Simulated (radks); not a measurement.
**Be³⁺ in 2p1: an all-electron calculation**

Wanted: eigenvalues, radial structure and energy terms of the beryllium ion Be3+.

Program: radks (a radial shooting solver on a logarithmic mesh, Libxc functionals) version 1. Level of theory: scalar-relativistic Kohn-Sham, AM05, spin-polarised, spherical densities, finite nucleus; open shells are filled with parallel spins first. These are calculated values, not measurements, unless marked.

## 1. The atom as given

```
element            : beryllium (Z = 4)
charge             : +3
electrons          : 1
configuration      : 2p1
nuclear rms radius : 2.519 fm
```

Outer shells as boxes (Hund's rule):

Be³⁺
```
2p [↑ ][  ][  ]
```

## 2. Self-consistent calculation

Settings of this run:

```text
Z 4
configuration 2p1
relativity scalar-relativistic
functional am05,am05
spin polarised
nucleus finite rms 2.519 fm
c 137.035999084
```

Run with:

```console
> python run_ks.py task.json out
```

The same process makes all the runs of this session.

**Question.** What will this run give?

**Answer**, as computed:

| quantity | value |
| --- | --- |
| total energy | -1.98280 hartree |
| exchange-correlation share of it | 17.34 % |
| −T/E | 0.9940 |
| highest occupied level | 2p up, -46.901 eV |
| most extended occupied level | 2p up, <r> = 1.26 bohr |
| radius at density 0.001 e/bohr³ | 2.50 bohr |
| maxima of the radial density | 1 |

What this shows: The radial density shows 1 maxima for 1 occupied principal shells. This is not the tabulated ground configuration, so its levels and sizes aren't those of the ground state, and no measured value stands beside it.
